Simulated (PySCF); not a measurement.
# C2H4BN: the cost of one run

Programs: PySCF 2.14.0, with density-fitted response routines of our own. Each step states its level of theory. These are calculated values for one molecule in the gas phase, unless marked as measured. Atoms are numbered from 0 throughout.

## (1) Starting geometry

8 atoms, charge 0, multiplicity 1; geometry from: GFN2-xTB. The atoms were then displaced at random by about 0.01 Å, so the start is not that level's minimum.

Bonds of the start (Å): C0–C1 1.24, C1–B2 1.54, B2–N3 1.34, C0–H4 1.02, B2–H5 1.18, N3–H6 1.01, N3–H7 1.02.

## (2) Relaxing the molecule at PBE0-D3(BJ)/def2-SVP

What the job is given:

```
{"job": {"xc": "PBE0", "basis": "def2-SVP", "d3": "d3bj", "grid": 1, "shake": 0.01, "kind": "geom"}, "charge": 0, "multiplicity": 1}
C      2.081740    -0.473390     0.508640
C      0.979090     0.029820     0.264580
B     -0.390370     0.652050    -0.042760
N     -1.399370    -0.169520    -0.358900
H      3.002220    -0.869840     0.704600
H     -0.528370     1.822020     0.002130
H     -1.347390    -1.176520    -0.403020
H     -2.342400     0.166250    -0.572260
```

Launch:

```sh
> OMP_NUM_THREADS=1 python probes_run.py task.json out
```

This one command runs all jobs of the session in turn.

**Question.** How long does this first job take on 1 thread of Intel Xeon Platinum 8259CL at 2.50GHz, shared host, and how much memory does it need?

About 20 s, with a peak of 0.32 GiB.
